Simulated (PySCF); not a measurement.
# CH8N2Si2: the cost of one run

Programs: PySCF 2.14.0, with density-fitted response routines of our own. Each step states its level of theory. These are calculated values for one molecule in the gas phase, unless marked as measured. Atoms are numbered from 0 throughout.

### Step 1. Starting geometry

13 atoms, charge 0, multiplicity 1; geometry from: PBE0-D3(BJ)/def2-SVP.

Bonds of the start (Å): C0–N1 1.26, N1–Si2 1.76, Si2–N3 1.73, N3–Si4 1.74, C0–H5 1.11, C0–H6 1.11, Si2–H7 1.50, Si2–H8 1.49, N3–H9 1.02, Si4–H10 1.50, Si4–H11 1.50, Si4–H12 1.49.

### Step 2. NMR shieldings: PBE0/6-31G*

The job: settings as JSON, then the geometry in Å.

```
{"job": {"kind": "nmr", "xc": "PBE0", "basis": "6-31G*", "pop": true}, "charge": 0, "multiplicity": 1}
C      2.584343    -0.324362     0.410080
N      1.748200    -0.452288    -0.525823
Si     0.439200     0.682695    -0.836700
N     -1.105575    -0.097727    -0.784055
Si    -2.123192    -0.367995     0.603563
H      3.385843    -1.073123     0.560656
H      2.590236     0.517247     1.139463
H      0.442482     1.779957     0.185710
H      0.666915     1.212482    -2.210597
H     -1.369281    -0.590732    -1.633721
H     -3.527240     0.080145     0.347123
H     -2.182185    -1.808913     1.005351
H     -1.543967     0.425245     1.727451
```

Level: GIAO PBE0/6-31G* NMR shielding, non-relativistic, gas phase.

Command:

```console
> OMP_NUM_THREADS=1 python probes_run.py task.json out
```

The driver reads the jobs from task.json and runs them one after another.

**Question.** How long does this first job take on 1 thread of Arm Neoverse V1, shared host, and how much memory does it need?

About 9.1 s, with a peak of 0.53 GiB.
